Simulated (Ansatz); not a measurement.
**AlClH3NS: how energies converge with the basis set**

How large a basis does AlClH3NS need? Two functionals are run in growing sets.

The runs use Ansatz 0.2.0, Gaussian basis; one geometry, several basis sets.

Levels to be run: PBE0-D4/def2-SVP; ωB97M-V/def2-SVP; PBE0-D4/def2-QZVPP; ωB97M-V/def2-QZVPP; the functionals' def2-TZVPP values are taken from earlier runs.

## 1. The relaxed structure

The geometry comes from an earlier relaxation with PBE0-D4 in a triple-zeta def2 set; it is a stationary point, not always the lowest conformer.

SMILES `[NH2][Al]([SH])[Cl]`, 7 atoms, charge 0, spin multiplicity 1.

Atoms are counted from 1 here; the program's logs count them from 0.

Bond lengths: N1–Al2 1.754 Å, N1–H5 1.006 Å, N1–H6 1.007 Å, Al2–S3 2.173 Å, Al2–Cl4 2.090 Å, S3–H7 1.345 Å. Angles: Al2–N1–H5 125.8°, Al2–N1–H6 123.5°, H5–N1–H6 110.7°, N1–Al2–S3 123.5°, N1–Al2–Cl4 119.0°, S3–Al2–Cl4 117.6°, Al2–S3–H7 92.8°.

Geometry (Å):

```
N    -0.5988    1.0464    0.1381
Al   -0.1902   -0.6039   -0.2929
S     1.7424   -1.5064    0.1207
Cl   -1.6222   -1.7833   -1.2556
H     0.0079    1.7015    0.6017
H    -1.4944    1.4648   -0.0538
H     2.2165   -0.3871    0.6963
```

## 2. PBE0-D4 in def2-SVP

The input, in.yaml:

```yaml
crystal:
  periodic: [false, false, false]
  atoms:
    - {symbol: N, position_ang: [-0.598825, 1.046428, 0.138054]}
    - {symbol: Al, position_ang: [-0.190160, -0.603931, -0.292936]}
    - {symbol: S, position_ang: [1.742352, -1.506443, 0.120687]}
    - {symbol: Cl, position_ang: [-1.622192, -1.783305, -1.255632]}
    - {symbol: H, position_ang: [0.007891, 1.701475, 0.601714]}
    - {symbol: H, position_ang: [-1.494426, 1.464844, -0.053803]}
    - {symbol: H, position_ang: [2.216459, -0.387068, 0.696315]}
basis:
  gaussian: {orbitals: def2-SVP}
hamiltonian: {xc: pbe0, dispersion: d4}
output: {orbitals: {seedname: orbitals}}
```

Further steps of the session: ωB97M-V in def2-SVP; PBE0-D4 in def2-QZVPP; ωB97M-V in def2-QZVPP.

**Question.** What will the summary of the whole plan be? Wanted: PBE0-D4: double and triple zeta above quadruple; ωB97M-V: double and triple zeta above quadruple.

**Answer**, as computed:

```
                                       quantity           value
PBE0-D4: double and triple zeta above quadruple  13.37, 1.01 eV
ωB97M-V: double and triple zeta above quadruple  13.31, 0.96 eV
```

In words: For PBE0-D4 the step from double to triple zeta gains 12.37 eV and the next only 1.01 eV. Total energies overstate the basis error of differences, where much of it tends to cancel. The LUMO of ωB97M-V is positive and keeps falling with the basis (1.48 to 0.71 eV): an unbound level that the basis holds in place.
